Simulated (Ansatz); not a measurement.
# InTe2Cl, relaxed

Aim: in InTe2Cl, a borrowed structure type, volume estimated, relax cell and atoms, then read levels, charges and fields where it ends.

Program: Ansatz 0.2.0. Level of theory: DFT, PBE, no spin polarisation, plane waves, PAW. These are calculated values, not measurements.

**1. The structure**

It takes space group R-3m (No. 166, trigonal). The conventional cell has a = 4.394 Å, b = 4.394 Å, c = 23.141 Å, α = 90.00°, β = 90.00°, γ = 120.00°. Te (site symmetry 3m) is surrounded by 3 Cl at 3.09 Å and 3 In at 3.29 Å. Around Cl (site symmetry -3m) lie 6 Te at 3.09 Å. In (site symmetry -3m) is surrounded by 6 Te at 3.29 Å.

Its coordinates follow in the input file.

The first density is read from a saved solution for the starting cell.

**2. The relaxation**

File input.yaml:

```yaml
crystal:
  lattice:
    - [2.19708, 3.805452, 0.0]
    - [-2.19708, 3.805452, 0.0]
    - [0.0, -2.536965, 7.713534]
  atoms:
    - { symbol: Te, position: [0.243, 0.243, 0.729] }
    - { symbol: Te, position: [0.757, 0.757, 0.271] }
    - { symbol: Cl, position: [0.5, 0.5, 0.5] }
    - { symbol: In, position: [0.0, 0.0, 0.0] }
  symmetry: { tolerance: 0.0003 }
kpoints:
  mp_grid: { grid: [7, 7, 7], shift: [0, 0, 0] }
magnetization:
  spin_polarized: false
scf:
  occupations: { method: fermi_dirac, width: 0.0602 }
  lower_state_search: "off"
hamiltonian:
  pseudopotentials: { kind: paw }
  xc: pbe
basis:
  ecutwfc: 420
  fft_grid_basis: typed
relax:
  max_steps: 60
  cell: { p_target: 0.0 }
output:
  forces: true
  stress: true
  eigenvalues: true
  bader: true
  populations: true
  elf: true
  write_potential: true
  volumetric_format: npy
  dos:
    e_range: [-12, 8]
    de: 0.05
    projected: { site_lists: { Cl: [Cl], In: [In], Te: [Te] } }
checkpoint:
  read: saved_state
```

Started as:

```bash
$ ansatz run input.yaml --threads 2 --pin off --max-ram 2560MiB --backend cpu --events-out ev --progress --plain --runs-dir out
```

**Question.** What will these runs give? Wanted: moves; energy gained; largest move; cell; volume; pressure at the end; character; Bader charges.

**Answer**, as computed:

| quantity | value |
| --- | --- |
| moves | 6 |
| energy gained | 212.6 meV/atom |
| largest move | 0.36 Å (Te) |
| space group (0.01 Å), before / after | R-3m / R-3m |
| cell | a = 4.365 Å, b = 4.365 Å, c = 7.694 Å, α = 106.48°, β = 106.48°, γ = 60.00° |
| volume | 29.99 Å³/atom (-7.0 %) |
| pressure at the end | -0.02 GPa |
| formation energy (elements from separate runs) | -0.12 eV/atom |
| character | metal |
| density of states, mean within 0.25 eV of the Fermi level | 4.9 per eV per cell |
| Bader charges | Te -0.08, Cl -0.49, In +0.66 e |

In words: The volume shrank by 7.0 %, and the largest move of an atom is 0.36 Å apart from the change of the cell; the energy fell by 212.6 meV per atom. The run held to 12 symmetry operations, so a lower structure without them is not ruled out. The cell is metallic; within 0.25 eV of the Fermi level the density of states averages 4.9 per eV per cell, mostly Te p (78 %) and Cl p (17 %). In loses most charge (+0.66 e on average) and Cl gains most (-0.49 e). Set against separate runs on the elements (Te trigonal tellurium, Cl2 molecule, In body-centred tetragonal), it forms at -0.12 eV per atom, so it is bound against them, though other compounds may compete.

Keep in mind: many states at the Fermi level without spin polarisation, so a magnetic state may lie lower.
